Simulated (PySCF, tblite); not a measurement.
# AlH₅HfO₆, a small molecule taken as a stand-in for a surface group (aluminium hydroxide): NMR shifts, core binding energies and electronic excitations, part 1 of 2

What NMR shifts, core binding energies and electronic excitations should one expect for `[OH][Al]([OH])[O][Hf]([OH])([OH])[OH]`?

Programs: tblite 0.8.0 and PySCF 2.14.0. All values are calculated, for the isolated system unless a continuum is named. Atoms count from 0, parts from 1.

## (1) Starting point

13 atoms, charge 0, multiplicity 1; geometry: distance geometry start.

## (2) Relaxing the cluster with GFN2-xTB

Job settings and geometry (Å):

```
{"job": {"kind": "relax", "xc": "GFN2-xTB", "basis": "xTB"}, "charge": 0, "multiplicity": 1}
O     -2.221863    -2.705242     0.809779
Al    -1.816043    -0.893060     0.541436
O     -3.152449     0.319319     0.987005
O     -0.839992    -0.505933    -0.999079
Hf     0.980352     0.482371    -1.000066
O      2.075867    -0.106831    -2.675638
O      0.676117     2.526102    -1.057752
O      2.075568    -0.000331     0.707111
H     -3.026536    -3.037933     1.285433
H     -3.144966     1.269798     0.788343
H      1.700941    -0.216108    -3.577175
H     -0.046011     2.977698    -0.648195
H      1.665017    -0.177847     1.570234
```

Method: GFN2-xTB geometry optimisation, gas phase.

Run with:

```sh
$ OMP_NUM_THREADS=1 python cluster_run.py task.json out
```

One launch serves the whole session: the jobs run in the order shown.

Output:

```text
step      E/eV     max force
  0    -809.19920    3.175
  1    -809.72142    2.653
  2    -810.82528    1.346
  3    -811.05839    1.366
  4    -811.13339    1.061
  5    -811.23297    0.832
  6    -811.26376    0.562
  7    -811.29539    0.457
  8    -811.31379    0.501
  9    -811.33357    0.459
 10    -811.34761    0.359
 11    -811.36016    0.294
 12    -811.36962    0.383
 13    -811.38028    0.374
 14    -811.39044    0.495
 15    -811.40430    0.657
 16    -811.42159    0.629
 17    -811.43786    0.410
 18    -811.45041    0.307
 19    -811.46089    0.309
 20    -811.47324    0.481
 21    -811.48910    0.654
 22    -811.47948    0.908
 23    -811.50659    0.228
 24    -811.51033    0.190
 25    -811.51312    0.117
 26    -811.51474    0.123
 27    -811.52055    0.210
 28    -811.52507    0.236
 29    -811.53224    0.286
 30    -811.54118    0.323
 31    -811.54883    0.207
 32    -811.55423    0.205
 33    -811.55790    0.186
 34    -811.55948    0.205
 35    -811.56308    0.223
 36    -811.57228    0.289
 37    -811.58565    0.675
 38    -811.60748    0.714
 39    -811.63137    1.060
 40    -811.67390    0.775
 41    -811.70645    0.686
 42    -811.75360    0.698
 43    -811.78584    1.710
 44    -811.87119    1.158
 45    -811.92857    0.821
 46    -811.98809    0.694
 47    -812.01080    1.273
 48    -812.05706    0.508
 49    -812.09273    0.696
 50    -812.11997    0.748
 51    -812.14587    0.499
 52    -812.19813    0.379
 53    -812.22380    0.368
 54    -812.24945    0.386
 55    -812.27822    0.451
 56    -812.30196    0.382
 57    -812.31473    0.405
 58    -812.32848    0.414
 59    -812.35144    0.395
 60    -812.38383    0.530
 61    -812.43288    0.730
 62    -812.46870    0.686
 63    -812.48671    1.183
 64    -812.52184    0.494
 65    -812.53690    0.362
 66    -812.55258    0.718
 67    -812.57115    0.664
 68    -812.59943    0.417
 69    -812.62499    0.357
 70    -812.64820    0.606
 71    -812.61013    1.594
 72    -812.65938    0.459
 73    -812.66454    0.322
 74    -812.67381    0.264
 75    -812.69203    0.501
 76    -812.70224    0.414
 77    -812.72436    0.332
 78    -812.75592    0.439
 79    -812.78503    0.485
 80    -812.79486    0.403
 81    -812.80217    0.336
 82    -812.80920    0.153
 83    -812.81262    0.146
 84    -812.81586    0.146
 85    -812.81973    0.239
 86    -812.82318    0.179
 87    -812.82759    0.193
 88    -812.83245    0.196
 89    -812.83814    0.243
 90    -812.84557    0.309
 91    -812.85349    0.220
 92    -812.85862    0.534
 93    -812.86405    0.158
 94    -812.86689    0.127
 95    -812.87010    0.186
 96    -812.87349    0.218
 97    -812.87874    0.232
 98    -812.88436    0.243
 99    -812.89072    0.195
100    -812.89658    0.260
101    -812.90094    0.228
102    -812.90441    0.255
103    -812.90864    0.270
104    -812.91503    0.230
105    -812.92240    0.292
106    -812.92812    0.167
107    -812.93291    0.322
108    -812.94000    0.219
109    -812.94747    0.163
110    -812.95199    0.221
111    -812.95389    0.205
112    -812.95580    0.274
113    -812.95938    0.324
114    -812.96321    0.343
115    -812.96784    0.197
116    -812.97216    0.217
117    -812.97490    0.367
118    -812.97807    0.197
119    -812.97954    0.132
120    -812.98139    0.112
121    -812.98352    0.115
122    -812.98630    0.120
123    -812.98796    0.106
124    -812.98872    0.093
125    -812.98922    0.087
126    -812.98987    0.088
127    -812.99193    0.110
128    -812.99376    0.155
129    -812.99581    0.178
130    -812.99737    0.128
131    -812.99864    0.122
132    -812.99970    0.087
133    -813.00107    0.089
134    -813.00334    0.092
135    -813.00486    0.117
136    -813.00619    0.124
137    -813.00803    0.146
138    -813.00943    0.117
139    -813.01036    0.104
140    -813.01141    0.067
141    -813.01226    0.083
142    -813.01301    0.091
143    -813.01369    0.064
144    -813.01434    0.058
145    -813.01512    0.063
146    -813.01598    0.065
147    -813.01695    0.080
148    -813.01761    0.083
149    -813.01825    0.075
150    -813.01876    0.101
151    -813.01944    0.117
152    -813.02009    0.133
153    -813.02069    0.117
154    -813.02120    0.097
155    -813.02176    0.062
156    -813.02237    0.062
157    -813.02308    0.092
158    -813.02370    0.095
159    -813.02443    0.066
160    -813.02489    0.045
161    -813.02525    0.048
162    -813.02546    0.037
163    -813.02566    0.043
164    -813.02586    0.048
165    -813.02614    0.054
166    -813.02648    0.053
167    -813.02685    0.049
168    -813.02714    0.049
169    -813.02757    0.065
170    -813.02806    0.088
171    -813.02848    0.073
172    -813.02866    0.096
173    -813.02878    0.030
174    -813.02883    0.027
175    -813.02891    0.023
176    -813.02899    0.027
177    -813.02907    0.022
178    -813.02915    0.017
179    -813.02923    0.024
180    -813.02929    0.024
181    -813.02934    0.065
182    -813.02938    0.025
183    -813.02943    0.027
184    -813.02957    0.036
185    -813.02966    0.037
186    -813.02979    0.029
187    -813.02986    0.017
188    -813.02990    0.011
189    -813.02993    0.012
190    -813.02996    0.012
191    -813.02998    0.009
192    -813.02999    0.007
```

Wall time 2.4 s (1 thread of Arm Neoverse V1, shared host).

Along the way:

```tsv
step	energy from step 0 (eV)	largest force (eV/Å)
0	0.0000	3.1746
8	-2.1146	0.5015
16	-2.2224	0.6287
24	-2.3111	0.1903
32	-2.3550	0.2047
40	-2.4747	0.7749
48	-2.8579	0.5077
56	-3.1028	0.3825
64	-3.3226	0.4937
72	-3.4602	0.4591
80	-3.5957	0.4028
88	-3.6332	0.1962
96	-3.6743	0.2181
104	-3.7158	0.2302
112	-3.7566	0.2734
120	-3.7822	0.1116
128	-3.7946	0.1552
136	-3.8070	0.1238
144	-3.8151	0.0580
152	-3.8209	0.1329
160	-3.8257	0.0445
168	-3.8279	0.0492
176	-3.8298	0.0277
184	-3.8304	0.0364
192	-3.8308	0.0073
```

Distances of close pairs at the start and the end, largest changes first:

```tsv
bond	before (Å)	after (Å)	change (Å)
O2–Hf4	4.589	2.295	-2.294
Al1–O7	3.996	1.868	-2.128
Al1–Hf4	3.477	2.606	-0.871
Hf4–H11	2.721	2.320	-0.401
Hf4–H10	2.766	2.431	-0.335
O0–Al1	1.876	1.637	-0.240
Hf4–O5	2.087	1.886	-0.201
Hf4–O6	2.067	1.883	-0.184
```

Bonds that formed: Al1–O7, O2–Hf4.

## (3) Relaxing the molecule at PBE0-D3(BJ)/def2-SVP

Job settings and geometry (Å):

```
{"job": {"xc": "PBE0", "basis": "def2-SVP", "d3": "d3bj", "grid": 2, "kind": "geom", "shake": 0.01}, "charge": 0, "multiplicity": 1}
O     -1.793167    -1.935021     1.558309
Al    -0.890673    -0.969343     0.590865
O     -0.783404     0.843425     0.972055
O     -0.688261    -0.638153    -1.118420
Hf     0.719517     0.580136    -0.759527
O      2.453396     0.441782    -1.475998
O      0.256124     2.235029    -1.520206
O      0.986861    -0.990794     0.790286
H     -2.479010    -2.563436     1.675580
H     -1.204280     1.283332     1.724585
H      2.653041     1.130317    -2.100088
H     -0.715779     2.243173    -1.489380
H      1.495844    -1.677818     1.159344
```

Output:

```text
step   0  E = -744.18082165  max force = 0.055827
step   1  E = -744.19593425  max force = 0.028404
step   2  E = -744.20115096  max force = 0.008020
step   3  E = -744.20292502  max force = 0.006428
step   4  E = -744.20861184  max force = 0.007360
step   5  E = -744.20960917  max force = 0.006385
step   6  E = -744.21091782  max force = 0.005767
step   7  E = -744.21233217  max force = 0.008690
step   8  E = -744.21360716  max force = 0.012731
step   9  E = -744.21455014  max force = 0.009271
step  10  E = -744.21518095  max force = 0.007034
step  11  E = -744.21543950  max force = 0.004268
step  12  E = -744.21562809  max force = 0.002248
step  13  E = -744.21584590  max force = 0.002140
step  14  E = -744.21595091  max force = 0.002355
step  15  E = -744.21607519  max force = 0.002631
step  16  E = -744.21616104  max force = 0.002547
step  17  E = -744.21627473  max force = 0.002621
step  18  E = -744.21635387  max force = 0.002650
step  19  E = -744.21644014  max force = 0.002059
step  20  E = -744.21645076  max force = 0.004181
step  21  E = -744.21655963  max force = 0.002834
step  22  E = -744.21665370  max force = 0.001633
step  23  E = -744.21673328  max force = 0.002033
step  24  E = -744.21681370  max force = 0.001797
step  25  E = -744.21687749  max force = 0.001348
step  26  E = -744.21691958  max force = 0.000966
step  27  E = -744.21693937  max force = 0.000853
step  28  E = -744.21695661  max force = 0.001010
step  29  E = -744.21697732  max force = 0.001053
step  30  E = -744.21700136  max force = 0.001128
step  31  E = -744.21702223  max force = 0.000981
step  32  E = -744.21703573  max force = 0.000747
step  33  E = -744.21704361  max force = 0.000511
step  34  E = -744.21704844  max force = 0.000441
optimisation converged
```

It took 11 min on 1 thread of Arm Neoverse V1, shared host; peak memory 0.81 GiB.

Along the way: (not every step is listed)

```tsv
step	energy from step 0 (eV)	largest force component (eV/Å)
0	0.0000	2.8707
1	-0.4112	1.4606
2	-0.5532	0.4124
3	-0.6015	0.3305
4	-0.7562	0.3785
5	-0.7833	0.3283
6	-0.8190	0.2966
7	-0.8574	0.4469
8	-0.8921	0.6547
10	-0.9350	0.3617
12	-0.9471	0.1156
14	-0.9559	0.1211
16	-0.9616	0.1310
18	-0.9669	0.1363
20	-0.9695	0.2150
22	-0.9750	0.0840
24	-0.9794	0.0924
26	-0.9823	0.0497
28	-0.9833	0.0519
29	-0.9838	0.0541
30	-0.9845	0.0580
31	-0.9851	0.0504
32	-0.9854	0.0384
33	-0.9856	0.0263
34	-0.9858	0.0227
```

Close pairs (by a distance rule), those that changed most:

```tsv
bond	before (Å)	after (Å)	change (Å)
Hf4–H11	2.315	2.808	+0.494
Hf4–H10	2.416	2.891	+0.475
Hf4–O6	1.879	1.952	+0.072
Hf4–O5	1.881	1.939	+0.057
O0–Al1	1.638	1.694	+0.056
Hf4–O7	2.223	2.272	+0.050
O3–Hf4	1.896	1.929	+0.033
O7–H12	0.931	0.963	+0.032
```

The next job starts from the end point, and lists it.

```tsv
at the end point	value
point group (found at 0.08 Å tolerance)	C1
rotational constants (GHz, main isotopes)	2.460, 0.791, 0.700
dipole moment (D)	1.79
```

## (4) NMR shieldings: PBE0/def2-SVP+pcSseg-1

Job settings and geometry (Å):

```
{"job": {"kind": "nmr", "xc": "PBE0", "basis": {"default": "pcSseg-1", "Hf": "def2-SVP"}}, "charge": 0, "multiplicity": 1}
O     -1.489439    -2.174811     1.822907
Al    -0.790658    -1.013496     0.806544
O     -1.104876     0.788076     0.856712
O     -0.659569    -0.922326    -0.970286
Hf     0.451209     0.648263    -0.825711
O      2.210301     0.356322    -1.586199
O     -0.208051     2.309167    -1.610717
O      0.979776    -0.511808     1.055466
H     -2.171118    -2.797303     1.569061
H     -1.037904     1.303025     1.666024
H      3.073669     0.256898    -1.978734
H     -0.954865     2.876864    -1.796980
H      1.711200    -1.136092     0.999374
```

Method: GIAO PBE0/pcSseg-1 Hf:def2-SVP NMR shielding, scalar relativity only through core potentials, gas phase.

Output:

```text
coarse grid: 58632 points
cycle   1  E = -744.0114581010  dE = -1.178e+01  |g| = 1.750e+00  |ddm| = 8.042e+00
cycle   2  E = -743.3356763768  dE =  6.758e-01  |g| = 2.587e+00  |ddm| = 2.748e+00
cycle   3  E = -744.5452355622  dE = -1.210e+00  |g| = 4.276e-01  |ddm| = 1.791e+00
cycle   4  E = -744.5802731667  dE = -3.504e-02  |g| = 1.332e-01  |ddm| = 3.646e-01
cycle   5  E = -744.5827388265  dE = -2.466e-03  |g| = 5.794e-02  |ddm| = 9.670e-02
cycle   6  E = -744.5834329376  dE = -6.941e-04  |g| = 9.941e-03  |ddm| = 4.661e-02
cycle   7  E = -744.5834475356  dE = -1.460e-05  |g| = 4.298e-03  |ddm| = 7.448e-03
cycle   8  E = -744.5834507534  dE = -3.218e-06  |g| = 5.532e-04  |ddm| = 2.725e-03
final grid: 121376 points
cycle   9  E = -744.5834783801  dE = -1.147e-07  |g| = 8.617e-04  |ddm| = 1.807e-03
cycle  10  E = -744.5834780092  dE =  3.709e-07  |g| = 1.653e-03  |ddm| = 1.552e-03
cycle  11  E = -744.5834785178  dE = -5.086e-07  |g| = 1.687e-04  |ddm| = 1.017e-03
cycle  12  E = -744.5834785226  dE = -4.856e-09  |g| = 4.409e-05  |ddm| = 1.196e-04
cycle  13  E = -744.5834785230  dE = -3.383e-10  |g| = 8.113e-06  |ddm| = 2.955e-05
converged SCF energy = -744.5834785230

GIAO shielding tensors (ppm)
atom      isotropic    diamagn.    paramagn.     s11        s22        s33       span
  0 O      334.120     388.087     -53.967    316.031    327.162    359.167     43.136
  1 Al     497.667     795.712    -298.045    454.285    467.381    571.335    117.050
  2 O      270.064     393.669    -123.606    237.370    269.465    303.355     65.985
  3 O      -83.255     395.208    -478.463   -298.384   -190.477    239.098    537.482
  4 Hf         nan         nan         nan        nan        nan        nan        nan
  5 O      175.874     392.054    -216.180     66.523    148.563    312.536    246.013
  6 O      152.198     392.522    -240.324    -18.009    148.417    326.185    344.194
  7 O      266.994     393.898    -126.904    243.978    254.103    302.902     58.923
  8 H       30.069      30.417      -0.347     21.989     23.202     45.017     23.028
  9 H       29.923      32.203      -2.280     23.005     24.922     41.841     18.836
 10 H       28.878      31.153      -2.275     21.720     22.559     42.355     20.636
 11 H       27.648      31.164      -3.516     20.923     22.641     39.380     18.457
 12 H       29.509      31.885      -2.376     22.203     24.480     41.843     19.641
```

It took 38 s on 1 thread of Arm Neoverse V1, shared host; peak memory 0.99 GiB.

The references, computed at this level on geometries of the same kind, shield at (ppm): 1H TMS 31.27, 17O H2O 334.6, 27Al AlH4- 489.3. Their shielding less the atom's gives the shift. The references are single molecules in the gas phase, so shifts against H2O, NH3, PH3, H3PO4 or CFCl3 are not on the usual liquid scales and can be off by tens of ppm. Shifts against hydride references such as AlH4− lie on their own scale.

```tsv
atoms	environment	σ (ppm)	δ (ppm)
H11	hydrogen on an oxygen bonded to Hf	27.65	3.62
H10	hydrogen on an oxygen bonded to Hf	28.88	2.39
H12	hydrogen on an oxygen bonded to Al, Hf	29.51	1.76
H9	hydrogen on an oxygen bonded to Al, Hf	29.92	1.34
H8	hydrogen on an oxygen bonded to Al	30.07	1.20
O3	oxygen bonded to Al, Hf	-83.3	417.8
O6	oxygen bonded to Hf, H	152.2	182.4
O5	oxygen bonded to Hf, H	175.9	158.7
O7	oxygen bonded to Al, Hf, H	267.0	67.6
O2	oxygen bonded to Al, Hf, H	270.1	64.5
O0	oxygen bonded to Al, H	334.1	0.4
Al1		497.7	-8.4
```

Atoms past Kr carry core potentials, so their printed shieldings have no meaning and are left out of the table.

The run also stored atomic charges by several schemes (e):

```tsv
atoms	Mulliken	ESP fit
O0	-0.66	-0.88
Al1	1.28	1.36
O2	-0.71	-0.97
O3	-0.75	-0.92
Hf4	1.46	2.01
O5	-0.60	-1.06
O6	-0.60	-0.96
O7	-0.71	-0.89
```

Mayer bond orders: O0–Al1 0.99, Al1–O2 0.55, Al1–O3 0.70, O3–Hf4 1.21, Hf4–O5 1.02, Hf4–O6 1.05, Hf4–O7 0.40, Al1–O7 0.52, O2–Hf4 0.35.

With diffuse functions Mulliken charges and Mayer bond orders lose their meaning; the other schemes are steadier.

Orbitals, density, ELF and potential are computed afterwards from the orbital file.

Frontier orbitals at PBE0/def2-SVP+pcSseg-1, with the share of their density that lies nearest to each atom:

```tsv
orbital	energy (eV)	lies on
HOMO	-8.11	O3 68 %; O7 12 %; O6 8 %
LUMO	-1.21	Hf4 45 %; 4 O atoms about 7 % each; H9 7 %
```

ELF in a plane through or near 7 of the atoms.

Values, 10 rows by 14 columns:
```
0.00 0.00 0.00 0.00 0.00 0.00 0.00 0.00 0.00 0.00 0.00 0.00 0.00 0.00
0.00 0.00 0.00 0.00 0.00 0.00 0.00 0.00 0.00 0.00 0.00 0.00 0.00 0.00
0.00 0.00 0.00 0.10 0.92 0.53 0.00 0.13 0.06 0.00 0.00 0.00 0.00 0.00
0.00 0.00 0.00 0.33 0.63 0.77 0.04 0.70 0.59 0.03 0.02 0.00 0.00 0.00
0.00 0.00 0.00 0.47 0.80 0.24 0.39 0.22 0.19 0.13 0.68 0.27 0.01 0.00
0.00 0.00 0.00 0.05 0.19 0.79 0.85 0.18 0.72 0.08 0.49 0.67 0.03 0.00
0.00 0.00 0.00 0.25 0.63 0.79 0.03 0.19 0.22 0.18 0.66 0.35 0.01 0.00
0.00 0.00 0.00 0.83 0.91 0.50 0.02 0.05 0.01 0.00 0.00 0.00 0.00 0.00
0.00 0.00 0.00 0.03 0.09 0.01 0.00 0.00 0.00 0.00 0.00 0.00 0.00 0.00
0.00 0.00 0.00 0.00 0.00 0.00 0.00 0.00 0.00 0.00 0.00 0.00 0.00 0.00
```
The map spans 12.7 Å across and 10.2 Å up, centred on the molecule. Atoms in the plane (x, y in Å): O0 (3.2, -0.2), Al1 (1.5, 0.0), Hf4 (-1.1, 0.0), O5 (-2.3, -1.5), O6 (-2.3, 1.6), H10 (-2.9, -2.3), H11 (-2.4, 2.5).

log10 of the density (e/Å³) in the same plane.

Ten even steps from ' ' (-4.0) to '@' (1.2):
```
                                                        
                                                        
              ......                                    
            ::--====--::..........                      
          ::--++****++==------==--::..                  
        ..--==**####**++====++++==--::....              
        ::==++##%%%%##**++++******++==----::::..        
        ::==++##@@@@##**++****##**++++++++====--..      
        ::--++**##########**********++******++==::      
        ..::==++++##%%%%%%##****@@@@####%%%%**++--..    
        ..::==++**##%%%%%%##****@@@@##%%@@%%##++--..    
        ..--++**##%%####**************######**==--      
        ..--++##@@@@%%**++++****++++++++**++++==::      
        ::==++##%%%%##**====++++====----==----::        
        ..--++####****++----====--::::......            
          --==++++++====::::::::::..                    
          ..::------::::..                              
                                                        
                                                        
                                                        
```
The map spans 12.7 Å across and 10.2 Å up, centred on the molecule. Atoms in the plane (x, y in Å): O0 (3.2, -0.2), Al1 (1.5, 0.0), Hf4 (-1.1, 0.0), O5 (-2.3, -1.5), O6 (-2.3, 1.6), H10 (-2.9, -2.3), H11 (-2.4, 2.5).

On the surface of density 0.002 e/bohr³ the electrostatic potential runs, from the 1st to the 99th percentile, from -1.94 V near O3 to 3.98 V near Hf4.

(Continued in part 2 of 2.)
